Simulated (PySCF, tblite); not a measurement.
**C₄H₁₃FSeSi₂: geometry, infrared bands and NMR shifts**

What infrared bands and NMR shifts should C₄H₁₃FSeSi₂ (`C[Se]C[Si@H](CF)C[SiH3]`) show?

Programs: tblite 0.8.0 and PySCF 2.14.0, with density-fitted response routines of our own. Each step states its level of theory. These are calculated values for one molecule in the gas phase, unless marked as measured. Atoms are numbered from 0 throughout.

### Step 1. Starting geometry

21 atoms, charge 0, multiplicity 1; geometry from: force field or distance geometry start.

Bonds of the start (Å): C0–Se1 1.96, Se1–C2 1.96, C2–Si3 1.85, Si3–C4 1.88, C4–F5 1.38, Si3–C6 1.85, C6–Si7 1.85, C0–H8 1.12, C0–H9 1.09, C0–H10 1.11, C2–H11 1.10, C2–H12 1.11, Si3–H13 1.48, C4–H14 1.12, C4–H15 1.12, C6–H16 1.11, C6–H17 1.12, Si7–H18 1.48, Si7–H19 1.48, Si7–H20 1.49.

### Step 2. Geometry optimisation with GFN2-xTB

Job settings and geometry (Å):

```
{"job": {"kind": "relax", "xc": "GFN2-xTB", "basis": "xTB"}, "charge": 0, "multiplicity": 1}
C      3.320700     0.668200    -0.788300
Se     1.699400     0.299800    -1.819800
C      0.728100    -1.039900    -0.769500
Si    -0.048700    -0.139500     0.646100
C     -0.856300    -1.291000     1.898200
F      0.074000    -2.216700     2.327300
C     -1.239800     1.189100     0.166900
Si    -2.613100     0.596100    -0.921600
H      3.044900     0.824800     0.281900
H      3.853500     1.551800    -1.144500
H      3.921500    -0.263800    -0.802600
H      0.018200    -1.597000    -1.401100
H      1.461900    -1.754700    -0.346500
H      1.056400     0.521800     1.380200
H     -1.211100    -0.623700     2.727800
H     -1.750200    -1.790300     1.456300
H     -0.740700     2.068900    -0.298700
H     -1.733500     1.589400     1.089500
H     -2.506300    -0.847600    -1.222200
H     -2.569200     1.363200    -2.181400
H     -3.918800     0.908100    -0.278300
```

Command:

```sh
OMP_NUM_THREADS=1 python probes_run.py task.json out
```

This one command runs all jobs of the session in turn.

**Question.** This job is followed by: GFN2-xTB harmonic vibrations, gas phase; GIAO PBE0/pcSseg-1 NMR shielding, non-relativistic, gas phase. Predict these results of the whole session: strongest single infrared mode (GFN2-xTB); zero-point energy (GFN2-xTB); 13C shifts against TMS (PBE0/pcSseg-1); 1H shifts against TMS (PBE0/pcSseg-1, means over atoms taken as alike); 77Se shifts against Me2Se (PBE0/pcSseg-1); 29Si shifts against TMS (PBE0/pcSseg-1); 19F shifts against CFCl3 (PBE0/pcSseg-1); surface potential, 1st and 99th percentile.

As calculated:

| quantity | value |
| --- | --- |
| strongest single infrared mode (GFN2-xTB) | 794 cm⁻¹, 421 km/mol |
| zero-point energy (GFN2-xTB) | 94.9 kcal/mol |
| 13C shifts against TMS (PBE0/pcSseg-1) | 78.7, 15.0, 12.7, -14.1 ppm |
| 1H shifts against TMS (PBE0/pcSseg-1, means over atoms taken as alike) | 4.87, 4.83, 4.72, 3.89, 2.06, 1.99, 1.34, 0.46, -0.49 ppm |
| 77Se shifts against Me2Se (PBE0/pcSseg-1) | -21 ppm |
| 29Si shifts against TMS (PBE0/pcSseg-1) | -28.5, -77.8 ppm |
| 19F shifts against CFCl3 (PBE0/pcSseg-1) | -309.5 ppm |
| surface potential, 1st and 99th percentile | -1.07 V and 1.09 V |

**Reading.** The optimisation took 195 steps and gained 0.549 eV; among the close pairs (by a distance rule), C6–Si7 changed most, from 1.850 to 1.909 Å. All 57 modes are real, so the xTB geometry is a minimum. GFN2-xTB is a fitted tight-binding method: band positions and strengths are rough. Its intensities can rank the bands wrongly. At PBE0/pcSseg-1: The largest span, 803 ppm, is at Se1, where the paramagnetic term is -1221 ppm. Spin-orbit coupling is left out, which matters for shieldings and couplings at and beside the heavy atoms.
